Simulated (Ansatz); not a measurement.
# Y2CF2: the cost of one run

The runs shown are made with Ansatz 0.2.0. PAW datasets, plane waves, zero pressure. (Simulation; spin polarisation is off.)

## Step 1: The system as given

The symmetry is P-3m1 (No. 164, trigonal); conventional cell a = 3.665 Å, c = 6.297 Å, 14.65 Å³ an atom. Near Y stand 4 F at 2.41–2.45 Å and 3 C at 2.51 Å; near C stand 6 Y at 2.51 Å; near F stand 4 Y at 2.41–2.45 Å and 3 F at 2.48 Å.

Structure file:

Space group P-3m1 (No. 164). a = 3.665 Å, b = 3.665 Å, c = 6.297 Å, α = 90.00°, β = 90.00°, γ = 120.00°
```tsv
atom	site	symmetry	x	y	z
Y	2d	3m.	0.3333	0.6667	0.2145
C	1a	-3m.	0.0000	0.0000	0.0000
F	2d	3m.	0.3333	0.6667	0.6031
```

## Step 2: PBE: cell and atoms

input.yaml reads:

```yaml
crystal:
  lattice:
    - [3.6651, 0.0, 0.0]
    - [-1.83255, 3.17406971, 0.0]
    - [0.0, 0.0, 6.29697]
  atoms:
    - { symbol: "Y", position: [0.33333333, 0.66666667, 0.2145] }
    - { symbol: "Y", position: [0.66666667, 0.33333333, 0.7855] }
    - { symbol: C, position: [0.0, 0.0, 0.0] }
    - { symbol: F, position: [0.33333333, 0.66666667, 0.6031] }
    - { symbol: F, position: [0.66666667, 0.33333333, 0.3969] }
kpoints:
  mp_grid: { grid: [12, 12, 4] }
hamiltonian:
  xc: pbe
scf:
  occupations: { method: fermi_dirac, width: 0.02 }
relax:
  f_tol: 0.005
  cell: {}
output:
  write_density: true
  write_potential: true
  elf: true
  volumetric_format: npy
```

Command:

```bash
ansatz run input.yaml --threads 4 --pin off --max-ram 9216MiB --backend cpu --events-out ev --progress --plain --runs-dir out
```

**Question.** How long does this run take on 4 threads of Intel Xeon Platinum 8488C (Sapphire Rapids), shared host, and how much memory does it need?

About 21 s, with a peak of 0.5 GiB.
